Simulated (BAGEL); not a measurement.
**CH5PZn (SMILES [CH3][Zn][PH2]) at HF/3-21G (density fitting with qzvpp-jkfit)**

Aim: the electronic atomisation energy of CH5PZn at HF/3-21G (density fitting with qzvpp-jkfit), from 5 runs. 

The calculation is run with BAGEL 1.2.2.

25 further runs of the same task are left out: 1 for a known fault of the program, 3 that didn't finish, 21 set aside as unsound or not needed.

### 1 Starting point

CH5PZn has 8 atoms, charge 0, and is taken as a singlet. As SMILES, `[CH3][Zn][PH2]`. The shape comes from GFN2-xTB, which is rough for such elements, and wasn't checked as a minimum.

Bond lengths: C1–Zn2 2.047 Å, Zn2–P3 2.386 Å, C1–H4 1.086 Å, C1–H5 1.083 Å, C1–H6 1.087 Å, P3–H7 1.379 Å, P3–H8 1.380 Å. Angles: C1–Zn2–P3 153.5°, Zn2–C1–H4 110.2°, Zn2–C1–H5 114.2°, Zn2–C1–H6 108.3°, Zn2–P3–H7 98.4°, Zn2–P3–H8 97.3°, H4–C1–H5 107.8°, H4–C1–H6 108.1°, H5–C1–H6 108.0°, H7–P3–H8 91.9°.

### 2 A single-point energy at HF/3-21G (density fitting with qzvpp-jkfit)

job.json reads:

```json
{ "bagel" : [

{
  "title" : "molecule",
  "basis" : "3-21g",
  "df_basis" : "qzvpp-jkfit",
  "angstrom" : true,
  "geometry" : [
    { "atom" : "C", "xyz" : [   -1.025070,    1.362300,   -0.689310 ] },
    { "atom" : "Zn", "xyz" : [    0.223420,   -0.166550,   -0.145540 ] },
    { "atom" : "P", "xyz" : [    1.217560,   -1.653030,    1.433490 ] },
    { "atom" : "H", "xyz" : [   -2.044180,    0.998680,   -0.783570 ] },
    { "atom" : "H", "xyz" : [   -0.758130,    1.844060,   -1.621300 ] },
    { "atom" : "H", "xyz" : [   -1.006940,    2.113980,    0.095390 ] },
    { "atom" : "H", "xyz" : [    2.496780,   -1.668180,    0.919160 ] },
    { "atom" : "H", "xyz" : [    0.896570,   -2.831260,    0.791680 ] }
  ]
},
{ "title" : "hf" },
{ "title" : "print", "file" : "orbitals.molden", "orbitals" : true }

]}
```

On the command line:

```bash
$ BAGEL_NUM_THREADS=1 BAGEL job.json > job.out
```

Standard output:

```text
* using 1 threads per process

  ===============================================================
  ===============================================================

  *** Geometry ***

  { "atom" : "C", "xyz" : [     -1.937102,      2.574374,     -1.302607 ] },
  { "atom" : "Zn", "xyz" : [      0.422203,     -0.314734,     -0.275031 ] },
  { "atom" : "P", "xyz" : [      2.300855,     -3.123774,      2.708904 ] },
  { "atom" : "H", "xyz" : [     -3.862940,      1.887232,     -1.480733 ] },
  { "atom" : "H", "xyz" : [     -1.432658,      3.484768,     -3.063813 ] },
  { "atom" : "H", "xyz" : [     -1.902841,      3.994843,      0.180261 ] },
  { "atom" : "H", "xyz" : [      4.718230,     -3.152403,      1.736961 ] },
  { "atom" : "H", "xyz" : [      1.694272,     -5.350306,      1.496058 ] },

  Number of auxiliary basis functions:      557

  Since a DF basis is specified, we compute 2- and 3-index integrals:
    o Being stored without compression. Storage requirement is 0.016 GB

  Number of basis functions:       59
  Number of electrons      :       56

    * METHOD: MOLECULE                             0.28

  *** RHF ***

  === Nuclear Repulsion ===
   214.6670832402

      * DIIS with orbital gradients will be used.

  === RHF iteration (3-21g) ===
      0      -2148.45594419          0.01442978           0.09
      1      -2148.51621040          0.00569464           0.07
      2      -2148.52606344          0.00121714           0.06
      3      -2148.52690266          0.00027018           0.06
      4      -2148.52696181          0.00011086           0.06
      5      -2148.52697300          0.00002491           0.06
      6      -2148.52697393          0.00000954           0.06
      7      -2148.52697403          0.00000288           0.07
      8      -2148.52697404          0.00000054           0.06
      9      -2148.52697404          0.00000027           0.06
     10      -2148.52697404          0.00000009           0.06
     11      -2148.52697404          0.00000002           0.06
     12      -2148.52697404          0.00000001           0.07
    * SCF iteration converged.

    * Permanent dipole moment:
           (   -0.056128,    -0.119615,     1.049754) a.u.

    * METHOD: HF                                   1.09

    * METHOD: PRINT                                0.01

  ===============================================================
```

It took 1.6 s on 1 thread of Intel Xeon Platinum 8375C at 2.90GHz (Ice Lake), shared host; peak memory 0.11 GiB.

### 3 The C atom, same level

calc.json reads:

```json
{ "bagel" : [

{
  "title" : "molecule",
  "basis" : "3-21g",
  "df_basis" : "qzvpp-jkfit",
  "angstrom" : "true",
  "geometry" : [
    { "atom" : "C", "xyz" : [       0.000000,       0.000000,       0.000000 ] }
  ]
},

{
  "title" : "uhf",
  "nopen" : 2
},

{
  "title" : "print",
  "file" : "orbitals.molden",
  "orbitals" : "true"
}

]}
```

On the command line:

```bash
$ BAGEL_NUM_THREADS=1 BAGEL calc.json > calc.out
```

Standard output:

```text
* using 1 threads per process

  ===============================================================
  ===============================================================

  *** Geometry ***

  { "atom" : "C", "xyz" : [      0.000000,      0.000000,      0.000000 ] },

  Number of auxiliary basis functions:       75

  Since a DF basis is specified, we compute 2- and 3-index integrals:
    o Being stored without compression. Storage requirement is 0.000 GB

  Number of basis functions:        9
  Number of electrons      :        6

    * METHOD: MOLECULE                             0.01

  *** Open-shell HF ***

  === Nuclear Repulsion ===
     0.0000000000

      * DIIS with orbital gradients will be used.

  === UHF iteration (3-21g) ===
      0        -37.46717714          0.03032825           0.00
      1        -37.47958348          0.00946890           0.00
      2        -37.48086500          0.00334463           0.00
      3        -37.48107915          0.00007418           0.00
      4        -37.48108020          0.00001671           0.00
      5        -37.48108026          0.00000119           0.00
      6        -37.48108026          0.00000001           0.00
      7        -37.48108026          0.00000002           0.00
      8        -37.48108026          0.00000000           0.00
    * SCF iteration converged.

    * S^2 (UHF) is 2.0010

    * Permanent dipole moment:
           (    0.000000,     0.000000,    -0.000000) a.u.

    * METHOD: UHF                                  0.02

    * METHOD: PRINT                                0.00

  ===============================================================
```

Run time: 0.32 s. Hardware: 1 thread of Intel Xeon Platinum 8375C at 2.90GHz (Ice Lake), shared host.

### 4 The H atom at the same level

calc.json reads:

```json
{ "bagel" : [

{
  "title" : "molecule",
  "basis" : "3-21g",
  "df_basis" : "qzvpp-jkfit",
  "angstrom" : "true",
  "geometry" : [
    { "atom" : "H", "xyz" : [       0.000000,       0.000000,       0.000000 ] }
  ]
},

{
  "title" : "uhf",
  "nopen" : 1
},

{
  "title" : "print",
  "file" : "orbitals.molden",
  "orbitals" : "true"
}

]}
```

Run the same way, it converges to -0.49620 Eh (log not shown).

### 5 The P atom at the same level

calc.json reads:

```json
{ "bagel": [

{
  "title": "molecule",
  "basis": "3-21g",
  "df_basis": "qzvpp-jkfit",
  "angstrom": true,
  "geometry": [
    { "atom": "P", "xyz": [    0.000000,    0.000000,    0.000000 ] }
  ]
},
{
  "title": "uhf",
  "nopen": 3
},
{
  "title": "print",
  "file": "orbitals.molden",
  "orbitals": true
}

]}
```

Run the same way, it converges to -339.00010 Eh (log not shown).

### 6 The Zn atom at the same level

hf.json reads:

```json
{ "bagel": [

{
  "title": "molecule",
  "basis": "3-21g",
  "df_basis": "qzvpp-jkfit",
  "angstrom": "true",
  "geometry": [
    { "atom": "Zn", "xyz": [    0.000000,    0.000000,    0.000000 ] }
  ]
},
{
  "title": "hf"
},
{
  "title": "print",
  "file": "orbitals.molden",
  "orbitals": "true"
}

]}
```

On the command line:

```bash
$ BAGEL_NUM_THREADS=1 BAGEL hf.json > hf.out
```

Standard output:

```text
* using 1 threads per process

  ===============================================================
  ===============================================================

  *** Geometry ***

  { "atom" : "Zn", "xyz" : [      0.000000,      0.000000,      0.000000 ] },

  Number of auxiliary basis functions:      264

  Since a DF basis is specified, we compute 2- and 3-index integrals:
    o Being stored without compression. Storage requirement is 0.002 GB

  Number of basis functions:       27
  Number of electrons      :       30

    * METHOD: MOLECULE                             0.04

  *** RHF ***

  === Nuclear Repulsion ===
     0.0000000000

      * DIIS with orbital gradients will be used.

  === RHF iteration (3-21g) ===
      0      -1768.94736718          0.00011963           0.01
      1      -1768.94736867          0.00007213           0.01
      2      -1768.94736888          0.00000561           0.01
      3      -1768.94736891          0.00000011           0.01
      4      -1768.94736891          0.00000000           0.01
    * SCF iteration converged.

    * Permanent dipole moment:
           (    0.000000,    -0.000000,     0.000000) a.u.

    * METHOD: HF                                   0.12

    * METHOD: PRINT                                0.00

  ===============================================================
```

Wall time 0.44 s (1 thread of Intel Xeon Platinum 8375C at 2.90GHz (Ice Lake), shared host).

### 7 Outcome

At HF/3-21G (density fitting with qzvpp-jkfit):

| quantity | value |
| --- | --- |
| molecule: total energy | -2148.52697 Eh |
| molecule: dipole moment | 2.69 D |
| molecule: HOMO energy | -8.74 eV |
| molecule: LUMO energy | 1.26 eV |
| molecule: HOMO–LUMO gap | 10.00 eV |
| C atom: total energy | -37.48108 Eh |
| C atom: dipole moment | 0.00 D |
| C atom: ⟨S²⟩ | 2.001 |
| H atom: total energy | -0.49620 Eh |
| H atom: dipole moment | 0.00 D |
| H atom: ⟨S²⟩ | 0.750 |
| P atom: total energy | -339.00010 Eh |
| P atom: dipole moment | 0.00 D |
| P atom: ⟨S²⟩ | 3.750 |
| Zn atom: total energy | -1768.94737 Eh |
| Zn atom: dipole moment | 0.00 D |
| Zn atom: HOMO energy | -7.40 eV |
| Zn atom: LUMO energy | 1.40 eV |
| Zn atom: HOMO–LUMO gap | 8.80 eV |
| electronic atomisation energy | 16.801 eV |

**Reading.** Taking the molecule apart into free atoms costs 16.80 eV (1621 kJ/mol), before zero-point energy and without spin-orbit coupling. Hartree–Fock lacks the correlation of the bonding pairs, which as a rule makes this value much too low; in minimal bases other errors can mask that. The basis has no polarisation functions, which makes bonds too weak.
